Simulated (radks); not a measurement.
# Pd⁴⁺ in [Kr] 4d6: an all-electron calculation

Wanted: eigenvalues, radial structure and energy terms of the palladium ion Pd4+.

The numbers are computed with radks (a radial shooting solver on a logarithmic mesh, Libxc functionals) version 1 (non-relativistic Kohn-Sham, HCTH/407, spin-unpolarised, spherical densities, point nucleus), except any that are marked as measured or tabulated.

**1. The system**

* element: palladium (Z = 46)
* charge: +4
* electrons: 42
* configuration: [Kr] 4d6

Outer shells as boxes (Hund's rule):

Pd⁴⁺
```
[Kr] core
4d [↑↓][↑ ][↑ ][↑ ][↑ ]
```

**2. The calculation**

The run's settings:

```text
Z 46
configuration [Kr] 4d6 5s0 5p0
relativity non-relativistic
functional hcth_407
spin unpolarised
nucleus point
```

Run with:

```console
> python run_ks.py task.json out
```

The same process makes all the runs of this session.

Q: Predict the outcome of this run.

As calculated:

| quantity | value |
| --- | --- |
| total energy | -4938.90675 hartree |
| exchange-correlation share of it | 2.88 % |
| −T/E | 0.9995 |
| highest occupied level | 4d, -58.603 eV |
| most extended occupied level | 4d, <r> = 1.23 bohr |
| radius at density 0.001 e/bohr³ | 2.91 bohr |
| maxima of the radial density | 4 |
| ionisation energy, NIST | 61 (theory) eV |

**Reading.** The radial density shows 4 maxima for 4 occupied principal shells. The ratio −T/E is 0.9995; for a non-relativistic Coulomb system it is 1 up to the kinetic part of correlation. The top level binds by 58.603 eV, 96 % of the NIST ionisation energy of 61 eV. Relativity is left out here, which matters for elements this heavy. Spin polarisation and multiplet splitting are left out.
